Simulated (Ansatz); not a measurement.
From input file to script: MgCd₃, space group Fm-3m in Ansatz 0.2.0.

```yaml
crystal:
  lattice:
    - [0.0, 3.54033, 3.54033]
    - [3.54033, 0.0, 3.54033]
    - [3.54033, 3.54033, 0.0]
  atoms:
    - { symbol: Mg, position: [0.5, 0.5, 0.5] }
    - { symbol: Cd, position: [0.0, 0.0, 0.0] }
    - { symbol: Cd, position: [0.25, 0.25, 0.25] }
    - { symbol: Cd, position: [0.75, 0.75, 0.75] }
basis:
  ecutwfc: 421.7764868128
kpoints:
  mp_grid: { kspacing: 0.29 }
hamiltonian:
  xc: pbesol
scf:
  occupations: { method: cold, width: 0.05 }
relax:
  cell: { fix: ["c/a", angles] }
output:
  dos: { de: 0.05, projected: true }
```

Launched from the shell:
```console
$ ansatz run input.yaml --threads 1 --pin off --max-ram 3072MiB --backend cpu --events-out ev --progress --plain --runs-dir out
Warning: crystal.symmetry: narrowed to the stabiliser of the fixed cell quantities (relax.cell.fix) — unitary ops 48 → 4. The narrowing is safe, since a smaller group never makes results wrong: the run goes on under it, on as many k-points as the starting group would need, or more. Excluded: 44 operations that would move a fixed cell quantity at a test [...]
Engine: ansatz 0.2.0, aarch64-unknown-linux-gnu
Pseudopotentials: kind: paw
Pseudopotential: Mg, paw, valence charge 10, recommended cutoff 420 eV (normal), Mg.paw.azcp
Pseudopotential: Cd, paw, valence charge 20, recommended cutoff 420 eV (normal), Cd.paw.azcp
Functional definition: PBEsol
  exchange = pbesol_x
  correlation = pbesol_c
Crystal: 4 atoms, lattice volume = 88.749 Å³
Basis set: ecut = 421.7764868128 eV, 1807 PW (Γ), exchange–correlation on 72×72×72 points (8 copies of the dense FFT grid, shifted against one another)
Bands: 42, of which v1, the nominal top of the filled ones, is band 35 counted from 1 (34 counted from 0)
Symmetry: 4 space group operations
k-points: 68 of 216
Non-local potential: Mg, projectors of the file, l = 0: 3, l = 1: 2, l = 2: 1
Non-local potential: Cd, projectors of the file, l = 0: 3, l = 1: 2, l = 2: 2, l = 3: 1
PAW form: soft (Blöchl's): semilocal exchange-correlation on the pseudo side does not see the compensation charge
PAW frozen core: Mg, regenerated for the run's functional, and the local potential with it (the file was generated under x = pbe(κ = 0.804, μ = 0.2195149727645171), c = pbe(β = 0.06672455060314922))
PAW frozen core: Cd, regenerated for the run's functional, and the local potential with it (the file was generated under x = pbe(κ = 0.804, μ = 0.2195149727645171), c = pbe(β = 0.06672455060314922))
PAW one-centre angular grid: Mg, 110 points (default); XC on 64 Gauss nodes
PAW one-centre angular grid: Cd, 590 points (default); XC on 64 Gauss nodes
Initial density: superposition of atomic densities (neutral atoms: chi_scale 0, normalization atom), corrected by the library's trained network
Initial wavefunctions: pseudopotential atomic-orbital guess
Functional: x = pbesol(κ = 0.804, μ = 0.12345679012345678), c = pbesol(β = 0.046)
SCF iter   1: F=—  HF=-26464.260105 eV  |F-HF|=—  |Δ(HF+E_count)|=         —  Δρ=4.63e-3  dr2=1.39e-2  ethr=1.77e-3  ⟨swp⟩=6.5  Hψ=10278  notcnv=0  defer=5
preconditioner: auto → Resta (q_TF=auto, 2.622 Å⁻¹)  ε∞=5.4  [insulator: Δε(μ)=0.078 eV  Ē_g=11.598 eV  σ=0.050 eV  W_gap=0.59  n_scr=26 (ndim 8)  ℏωp=24.3 eV  f_vac=0.000  D(μ)=6.59/eV (n_scr^D=64)  ε∞_Penn≈5.4]
SCF iter   2: F=—  HF=-26464.255824 eV  |F-HF|=—  |Δ(HF+E_count)|=   4.28e-3  S|Δr|=    0.00e0  Δρ=1.18e-3  dr2=1.08e-3  ethr=1.99e-5  ⟨swp⟩=2.0  Hψ=4890  notcnv=0  defer=78
SCF iter   3: F=—  HF=-26464.255500 eV  |F-HF|=—  |Δ(HF+E_count)|=   3.24e-4  S|Δr|=    0.00e0  Δρ=4.79e-4  dr2=2.27e-4  ethr=1.54e-6  ⟨swp⟩=2.4  Hψ=4629  notcnv=0  defer=78
SCF iter   4: F=—  HF=-26464.255432 eV  |F-HF|=—  |Δ(HF+E_count)|=   6.87e-5  S|Δr|=    0.00e0  Δρ=7.55e-5  dr2=1.01e-5  ethr=3.24e-7  ⟨swp⟩=2.0  Hψ=3021  notcnv=0  defer=78
SCF iter   5: F=—  HF=-26464.255446 eV  |F-HF|=—  |Δ(HF+E_count)|=   1.46e-5  S|Δr|=    0.00e0  Δρ=2.60e-5  dr2=3.67e-7  ethr=1.44e-8  ⟨swp⟩=2.0  Hψ=4247  notcnv=0  defer=78
SCF iter   6: F=-26464.255446 eV  HF=-26464.255446 eV  |F-HF|=1.68e-8  |Δ(HF+E_count)|=   4.53e-8  S|Δr|=    0.00e0  Δρ=6.41e-6  dr2=3.08e-8  ethr=1.43e-10  ⟨swp⟩=6.1  Hψ=10922  notcnv=0
SCF 1 converged in 6 iterations: F = -26464.255446 eV  dr2 = 3.08e-8
  greatest PAW one-centre occupation: 1.000 electrons in one spin orbital (limit 2), on the Cd atom at site 3 (counted from 0), in its partial waves of l = 0
relax step   1: F+E_penalty+E_count = -26464.25544615 eV  Δ(F+E_penalty+E_count) = +0.000e0 eV  max|allowed force component| = 4.387e-8 eV/Å  Δτ_max = 0.0000 Å  P = -2.638 GPa  Ω = 88.749 Å³  fix = [alpha, beta, gamma, c/a]  reactions: alpha +0.000, beta -0.000, gamma +0.000 GPa/rad  (6 SCF iters, dr2 threshold 1.00e-7 eV, accepted)
Crystal: 4 atoms, lattice volume = 83.273 Å³
Basis set: ecut = 421.7764868128 eV, 1639 PW (Γ), exchange–correlation on 72×72×72 points (8 copies of the dense FFT grid, shifted against one another)
Initial density: handed on by an earlier stage of this run
Initial wavefunctions: those handed on with the density
iter 1 solved again at ethr=2.57e-5 eV; its pass at ethr=3.10e-3 eV (dr2=1.80e-2 eV) is discarded
SCF iter   1: F=—  HF=-26464.311750 eV  |F-HF|=—  |Δ(HF+E_count)|=         —  Δρ=4.26e-3  dr2=1.91e-2  ethr=2.57e-5  ⟨swp⟩=1.8  Hψ=13022  notcnv=0
preconditioner: auto → Kerker (q_TF=auto, 2.650 Å⁻¹)  [metal: Δε(μ)=0.030 eV  Ē_g=11.873 eV  σ=0.050 eV  W_gap=0.43  n_scr=26 (ndim 8)  ℏωp=25.1 eV  f_vac=0.000  D(μ)=7.32/eV (n_scr^D=88)]
SCF iter   2: F=—  HF=-26464.306759 eV  |F-HF|=—  |Δ(HF+E_count)|=   4.99e-3  S|Δr|=    0.00e0  Δρ=1.88e-3  dr2=4.27e-3  ethr=2.57e-5  ⟨swp⟩=2.9  Hψ=4224  notcnv=0
SCF iter   3: F=—  HF=-26464.305391 eV  |F-HF|=—  |Δ(HF+E_count)|=   1.37e-3  S|Δr|=    0.00e0  Δρ=6.90e-4  dr2=4.64e-4  ethr=6.10e-6  ⟨swp⟩=2.7  Hψ=4082  notcnv=0
SCF iter   4: F=—  HF=-26464.305287 eV  |F-HF|=—  |Δ(HF+E_count)|=   1.04e-4  S|Δr|=    0.00e0  Δρ=1.62e-4  dr2=1.40e-5  ethr=6.63e-7  ⟨swp⟩=2.0  Hψ=4133  notcnv=0
SCF iter   5: F=—  HF=-26464.305290 eV  |F-HF|=—  |Δ(HF+E_count)|=   3.24e-6  S|Δr|=    0.00e0  Δρ=2.92e-5  dr2=7.17e-7  ethr=1.99e-8  ⟨swp⟩=2.0  Hψ=4034  notcnv=0
SCF iter   6: F=-26464.305290 eV  HF=-26464.305290 eV  |F-HF|=5.12e-8  |Δ(HF+E_count)|=   5.32e-8  S|Δr|=    0.00e0  Δρ=9.18e-6  dr2=7.21e-8  ethr=5.71e-10  ⟨swp⟩=4.0  Hψ=8862  notcnv=0
SCF 2 converged in 6 iterations: F = -26464.305290 eV  dr2 = 7.21e-8
relax step   2: F+E_penalty+E_count = -26464.30529036 eV  Δ(F+E_penalty+E_count) = -4.984e-2 eV  max|allowed force component| = 1.542e-7 eV/Å  Δτ_max = 0.0000 Å  P = -0.353 GPa  Ω = 83.273 Å³  energy of the carried Pulay correction = +1.064e-3 eV  fix = [alpha, beta, gamma, c/a]  reactions: alpha -0.000, beta -0.000, gamma -0.000 GPa/rad  (6 SCF iters, dr2 threshold 4.00e-7 eV, accepted)
Crystal: 4 atoms, lattice volume = 82.486 Å³
iter 1 solved again at ethr=2.81e-7 eV; its pass at ethr=3.10e-3 eV (dr2=1.97e-4 eV) is discarded
SCF iter   1: F=—  HF=-26464.306471 eV  |F-HF|=—  |Δ(HF+E_count)|=         —  Δρ=7.18e-4  dr2=5.27e-4  ethr=2.81e-7  ⟨swp⟩=2.0  Hψ=12510  notcnv=0
eigensolver tolerance schedule calibrated: the retry pair's looser diagonalisation under-reported the residual by θ = 0.63 (0.16/decade); ethr = c·dr2/N_el runs at the constant in force after the calibration composes with the one it found (an armed cap, an earlier calibration), c = 4.2e-2
preconditioner: auto → Resta (q_TF=auto, 2.655 Å⁻¹)  ε∞=5.4  [insulator: Δε(μ)=0.047 eV  Ē_g=11.992 eV  σ=0.050 eV  W_gap=0.64  n_scr=26 (ndim 8)  ℏωp=25.2 eV  f_vac=0.000  D(μ)=5.76/eV (n_scr^D=58)  ε∞_Penn≈5.4]
SCF iter   2: F=—  HF=-26464.306321 eV  |F-HF|=—  |Δ(HF+E_count)|=   1.50e-4  S|Δr|=    0.00e0  Δρ=2.78e-4  dr2=7.58e-5  ethr=2.81e-7  ⟨swp⟩=2.0  Hψ=4147  notcnv=0
[... 14 lines left out ...]
relax step   4: F+E_penalty+E_count = -26464.30497832 eV  Δ(F+E_penalty+E_count) = +1.320e-3 eV  max|allowed force component| = 3.346e-7 eV/Å  Δτ_max = 0.0000 Å  P = +0.021 GPa  Ω = 82.486 Å³  fix = [alpha, beta, gamma, c/a]  reactions: alpha -0.000, beta +0.000, gamma -0.000 GPa/rad  stress off target by 2.15e-2 GPa on what of the cell is left free  SCF on [...]
basis re-selected at this cell: Δ(F+E_penalty+E_count) = +1.320e-3 eV, ΔP = +0.002 GPa vs the last step (what re-selecting the basis moved, of the pressure what is left beyond the Pulay correction that the steps carried, after the strain that the cell walked since its last selection, with what the two solves' SCF thresholds leave and, on support functions, [...]
SCF converged after 6 iterations
Stability not checked: this state was not tested for a lower state beside it, because cold or Methfessel-Paxton smearing, or corrected tetrahedra, fill the levels in a way that the test cannot read (fill_not_monotonic; see scf.lower_state_search)
Free energy (F): -26464.304978 eV
Harris-Foulkes:  -26464.304978 eV  (|F-HF|=7.28e-12)
Internal energy: -26464.302684 eV  (E = F + TS)
E sigma→0 (E₀):  -26464.304214 eV
Entropy (-TS):   -0.002294 eV (-0.574 meV/atom)
Fermi energy:    13.259276 eV
--- Per-component energies (eV) ---
  E_band       = -1554.720873
  E_kinetic    = 1590.705621
  E_local      = -10602.302884  (includes V_loc(G=0)·N_el)
  E_nonlocal   = 200.606118
  E_hartree    = 4798.737731
  E_xc         = -557.125794
  E_vxc        = -703.106982  (∫ρ·V_xc dr)
  E_paw        = -12317.858119  (= ΣΔE_a)
  E_vpaw       = -1638.098459  (= ΣTr[D̂ρ^β])
  E_aug_tail   = 0.000046  (compensation charges beyond the density's cutoff)
  E_ewald      = -9578.150145
  E_core_change = 1.084741  (= ΣΔE_core)
  E_smearing   = -0.002294  (= −TS)
  E_closure    = -0.000000  (closes the sum)
  Σ components = -26464.304978   (vs F -26464.304978, Δ=0.00e0)
--- Forces (eV/Å), atoms counted from 1 ---
  atom   1  Mg     0.00000000    -0.00000000     0.00000000
  atom   2  Cd     0.00000000     0.00000000     0.00000000
  atom   3  Cd     0.00000018    -0.00000033     0.00000018
  atom   4  Cd    -0.00000018     0.00000033    -0.00000018
  max |Σ_I F_I| component: 5.29e-23 eV/Å
--- Stress (GPa, compression-positive) ---
        0.021451      -0.000004       0.000008
       -0.000004       0.021442      -0.000004
        0.000008      -0.000004       0.021451
  P = ⅓ Tr σ = 0.0214 GPa (0.214 kbar)
--- Band table (eV; the first three rows and the last of 68) ---
  k-point 0: bands = ["-89.7584", "-89.7578", "-89.7133", "-63.0371", "-50.8353", "-50.8353", "-50.8353", "-50.8352", "-50.8352", "-50.8352", "-50.7876", "-50.7876", "-50.7876", "-29.9786", "-29.9786", "-29.9786", "3.6037", "3.6037", "3.9155", "3.9155", "3.9155", "3.9180", "3.9180", "3.9180", "4.3259", "4.6558", "4.6558", "4.6679", "4.6679", "4.7062", [...]
  k-point 1: bands = ["-89.7584", "-89.7578", "-89.7133", "-63.0371", "-50.8372", "-50.8366", "-50.8366", "-50.8341", "-50.8341", "-50.8328", "-50.7882", "-50.7874", "-50.7874", "-29.9787", "-29.9786", "-29.9786", "3.6562", "3.6562", "3.7649", "3.8272", "3.8272", "4.0253", "4.0253", "4.1165", "4.5674", "4.5674", "4.5978", "4.6399", "4.6423", "4.6423", [...]
  k-point 2: bands = ["-89.7582", "-89.7579", "-89.7133", "-63.0371", "-50.8377", "-50.8377", "-50.8370", "-50.8334", "-50.8334", "-50.8322", "-50.7890", "-50.7870", "-50.7870", "-29.9787", "-29.9787", "-29.9787", "3.7432", "3.7498", "3.7498", "3.8108", "3.8108", "4.1290", "4.1290", "4.2220", "4.3742", "4.3964", "4.3964", "4.6191", "4.6191", "4.7919", [...]
  k-point 67: bands = ["-89.7581", "-89.7580", "-89.7134", "-63.0371", "-50.8382", "-50.8382", "-50.8357", "-50.8332", "-50.8332", "-50.8332", "-50.7893", "-50.7868", "-50.7868", "-29.9787", "-29.9787", "-29.9787", "3.7324", "3.7324", "3.8020", "3.9192", "3.9192", "4.1236", "4.1755", "4.1755", "4.2713", "4.2713", "4.3428", "4.6079", "4.6079", "4.8003", [...]
--- Relaxed structure (3 steps of the walk, 3 accepted, 1 SCFs on fresh bases) ---
  F+E_penalty+E_count = -26464.30497832 eV   max|allowed force component| = 3.346e-7 eV/Å   (the final SCF, on the basis selected at the relaxed cell)
  cell:  # Å, volume = 82.4864 Å³
    - [9.526156823611477e-8, 3.455021060632738, 3.455021251155874]
    - [3.455021536940579, -1.9052313648334843e-7, 3.455021536940579]
    - [3.455021251155874, 3.455021060632738, 9.526156823349262e-8]
  atoms:
    - { symbol: Mg, position: [0.5, 0.5, 0.5] }
    - { symbol: Cd, position: [2.920563240407764e-25, 2.9205632186479045e-25, -2.9205632404077633e-25] }
    - { symbol: Cd, position: [0.24999999200172848, 0.25000001454365617, 0.2499999920017285] }
    - { symbol: Cd, position: [0.7500000079982715, 0.7499999854563439, 0.7500000079982714] }
```

`vcrelax_mgcd3.py`:
```python
# -*- coding: utf-8 -*-
'''Cell relaxation of MgCd3.'''

import ansatz as az
from ase import Atoms
from ase.neighborlist import neighbor_list
import numpy as np

def edges_and_angles(cell):
    cell = np.asarray(cell)
    a, b, c = np.linalg.norm(cell, axis=1)
    cosines = cell[1] @ cell[2] / (b * c), cell[0] @ cell[2] / (a * c), cell[0] @ cell[1] / (a * b)
    return (a, b, c, *np.degrees(np.arccos(cosines)))


def main():
    cell = (
        az.Lattice.of((0.0, 3.54033, 3.54033), (3.54033, 0.0, 3.54033), (3.54033, 3.54033, 0.0))
        .atom('Mg', (0.5, 0.5, 0.5))
        .atom('Cd', (0.0, 0.0, 0.0))
        .atom('Cd', (0.25, 0.25, 0.25))
        .atom('Cd', (0.75, 0.75, 0.75))
    )

    # part of the cell is held
    calculation = (
        cell.calculation()
        .basis(31 * az.Ry)
        .occupations('cold', width=0.05)
        .kpoints(spacing=0.29)
        .functional('PBEsol')
        .relax(fix_cell=['c/a', 'angles'])
        .density_of_states(energy_step=0.05, projected=True)
    )
    steps = []


    def collect(event):
        if event['event'] == 'relax_step':
            steps.append(event['data'])


    out = calculation.session().plan().execute(on_event=collect)
    rep = out.report
    print('step   energy (eV)     max comp. (eV/A)   P (GPa)  SCF')
    for s in steps:
        print(f'{s["step"]:4d} {s["lagrangian_ev"]:15.5f} {s["allowed_force_max_ev_ang"]:12.4f} {s["pressure_gpa"]:10.3f} {s["n_scf"]:5d}')

    first, last = steps[0], steps[-1]
    symbols = [site.symbol for site in out.lattice.sites]
    print(f'energy gained {first["lagrangian_ev"] - last["lagrangian_ev"]:.4f} eV in {len(steps) - 1} steps')
    for label, vectors in (('before', first['cell_ang']), ('after', out.lattice.cell_ang)):
        print(label, 'a b c (A) {:.4f} {:.4f} {:.4f}  angles {:.2f} {:.2f} {:.2f}'.format(*edges_and_angles(vectors)), f' V = {abs(np.linalg.det(vectors)):.3f} A^3')
    print('final stress xx yy zz (GPa, compression positive):', np.round(np.diag(rep['stress_gpa']), 3) + 0.0)

    final = Atoms(symbols, positions=last['positions_ang'], cell=out.lattice.cell_ang, pbc=True)
    i, j, d = neighbor_list('ijd', final, 4.5)
    print('neighbours within 1.2 times the shortest distance of each atom (A)')
    for atom in range(len(final)):
        near = [m for m in np.argsort(d) if i[m] == atom]
        shell = [m for m in near if d[m] < 1.2 * d[near[0]]]
        print(f'{symbols[atom]}{atom} ({len(shell)}):', ', '.join(f'{symbols[j[m]]} {d[m]:.3f}' for m in shell))

    change = np.array(last['positions_ang']) @ np.linalg.inv(last['cell_ang']) - np.array(first['positions_ang']) @ np.linalg.inv(first['cell_ang'])
    moved = np.linalg.norm(change @ np.array(last['cell_ang']), axis=1)
    print('displacement within the cell, strain taken out (A):', ' '.join(f'{s}:{d:.3f}' for s, d in zip(symbols, moved)))

    print(f'free energy      {rep["free_energy_ev"]:.5f} eV')
    print(f'per atom         {rep["free_energy_ev"] / len(out.lattice.sites):.5f} eV')
    print(f'SCF iterations   {rep["n_iterations"]}  (converged: {rep["converged"]})')

    # d-band centre and width over a window about the Fermi level
    dos = out.density_of_states()
    energy = np.asarray(dos.energies_ev) - dos.fermi_ev
    window = (energy > -10) & (energy < 4)
    for index, site in enumerate(out.projected_density_of_states().sites):
        for shell in site.shells:
            if shell.l == 2:
                g = sum(np.sum(part.g_bin_mean_per_ev, axis=0) for part in shell.curves)[window]
                if g.sum() > 1e-6:
                    centre = (g * energy[window]).sum() / g.sum()
                    width = np.sqrt((g * (energy[window] - centre) ** 2).sum() / g.sum())
                    print(f'site {index} {site.species} {shell.label}: centre {centre:.3f} eV, rms width {width:.3f} eV')


if __name__ == '__main__':
    main()
```

```console
$ python vcrelax_mgcd3.py
DeckWarning: crystal.symmetry: narrowed to the stabiliser of the fixed cell quantities (relax.cell.fix) — unitary ops 48 → 4. The narrowing is safe, since a smaller group never makes results wrong: [...]
step   energy (eV)     max comp. (eV/A)   P (GPa)  SCF
   1    -26464.25545       0.0000     -2.638     6
   2    -26464.30529       0.0000     -0.353     6
   3    -26464.30630       0.0000      0.019     4
   4    -26464.30498       0.0000      0.021     6
energy gained 0.0495 eV in 3 steps
before a b c (A) 5.0068 5.0068 5.0068  angles 60.00 60.00 60.00  V = 88.749 A^3
after a b c (A) 4.8861 4.8861 4.8861  angles 60.00 60.00 60.00  V = 82.486 A^3
final stress xx yy zz (GPa, compression positive): [0.021 0.021 0.021]
neighbours within 1.2 times the shortest distance of each atom (A)
Mg0 (14): Cd 2.992, Cd 2.992, Cd 2.992, Cd 2.992, Cd 2.992, Cd 2.992, Cd 2.992, Cd 2.992, Cd 3.455, Cd 3.455, Cd 3.455, Cd 3.455, Cd 3.455, Cd 3.455
Cd1 (14): Cd 2.992, Cd 2.992, Cd 2.992, Cd 2.992, Cd 2.992, Cd 2.992, Cd 2.992, Cd 2.992, Mg 3.455, Mg 3.455, Mg 3.455, Mg 3.455, Mg 3.455, Mg 3.455
Cd2 (14): Mg 2.992, Mg 2.992, Cd 2.992, Cd 2.992, Cd 2.992, Mg 2.992, Cd 2.992, Mg 2.992, Cd 3.455, Cd 3.455, Cd 3.455, Cd 3.455, Cd 3.455, Cd 3.455
Cd3 (14): Mg 2.992, Mg 2.992, Cd 2.992, Cd 2.992, Cd 2.992, Mg 2.992, Cd 2.992, Mg 2.992, Cd 3.455, Cd 3.455, Cd 3.455, Cd 3.455, Cd 3.455, Cd 3.455
displacement within the cell, strain taken out (A): Mg:0.000 Cd:0.000 Cd:0.000 Cd:0.000
free energy      -26464.30498 eV
per atom         -6616.07624 eV
SCF iterations   6  (converged: True)
site 1 Cd 4D: centre -8.936 eV, rms width 0.833 eV
site 2 Cd 4D: centre -8.977 eV, rms width 0.772 eV
site 3 Cd 4D: centre -8.977 eV, rms width 0.772 eV
```
(Warnings from the package without file and line, shortened.)

Caveats:
- Total energies depend on the potentials; only differences at equal settings carry meaning.
- Forces vanish by symmetry, so the ions can't move, and the end may be a saddle.
- For a metal this k-point mesh is coarse: on a finer one energies can move by several to tens of meV an atom and pressures by half a GPa or more, differences at one mesh by less.
- Projections exist only for the shells that the potentials hold, some of them semicore, and samples at single energies can miss narrow peaks.
- Energies along a relaxation are free energies. Rows at an unchanged volume are solved on a plane-wave basis chosen afresh for that cell, so the energy jumps there and such rows are no steps of the walk.
- Edges and angles are those of the cell as typed, here a primitive one, not of the conventional cell.
- The structure comes from a database of computed cells and needn't be a stable or known phase.
- The computed bands are complete only to about 3.5 eV above the Fermi level; beyond that the density of states is undercounted.
- A band centre counts only the states inside the window taken.
- Finished in 44 s on 1 thread of Arm Neoverse V1, on a shared host, peak memory 0.58 GiB.

(A comment or docstring line of the script was reworded after the run, the code is as it ran; lines on the test bed's own set-up are left out of the output.)
